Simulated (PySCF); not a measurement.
# BH6NO2Si: the cost of one run

Programs: PySCF 2.14.0, with density-fitted response routines of our own. Each step states its level of theory. These are calculated values for one molecule in the gas phase, unless marked as measured. Atoms count from 0, in the outputs and in this text.

**1. Starting geometry**

11 atoms, charge 0, multiplicity 1; geometry from: PBE0-D3(BJ)/def2-SVP.

Bonds of the start (Å): N0–Si1 1.78, Si1–B2 2.03, B2–O3 1.36, B2–O4 1.36, N0–H5 1.02, N0–H6 1.02, Si1–H7 1.50, Si1–H8 1.50, O3–H9 0.97, O4–H10 0.98.

**2. X-ray photoelectron lines: SCAN, X2C**

The job: settings as JSON, then the geometry in Å.

```
{"job": {"kind": "xps"}, "charge": 0, "multiplicity": 1}
N      1.480463     0.742073    -0.360573
Si     0.680316    -0.435047     0.703888
B     -1.193901    -0.318292    -0.065073
O     -2.227717    -1.161266     0.173139
O     -1.345025     0.765765    -0.869326
H      1.772526     0.385347    -1.268184
H      2.257014     1.265822     0.034681
H      1.345867    -1.779823     0.745557
H      0.780619     0.144716     2.081639
H     -3.027336    -0.871493    -0.285372
H     -0.487195     1.232768    -0.908112
```

Method: delta-SCF UKS SCAN, pcX-2 on the ionised atom, pcseg-1 elsewhere, spin-free X2C.

Started as:

```console
OMP_NUM_THREADS=1 python probes_run.py task.json out
```

This one command runs all jobs of the session in turn.

Q: Estimate the wall time and peak memory of this first job on 1 thread of Arm Neoverse V1, shared host.

About 26 s, with a peak of 0.46 GiB.
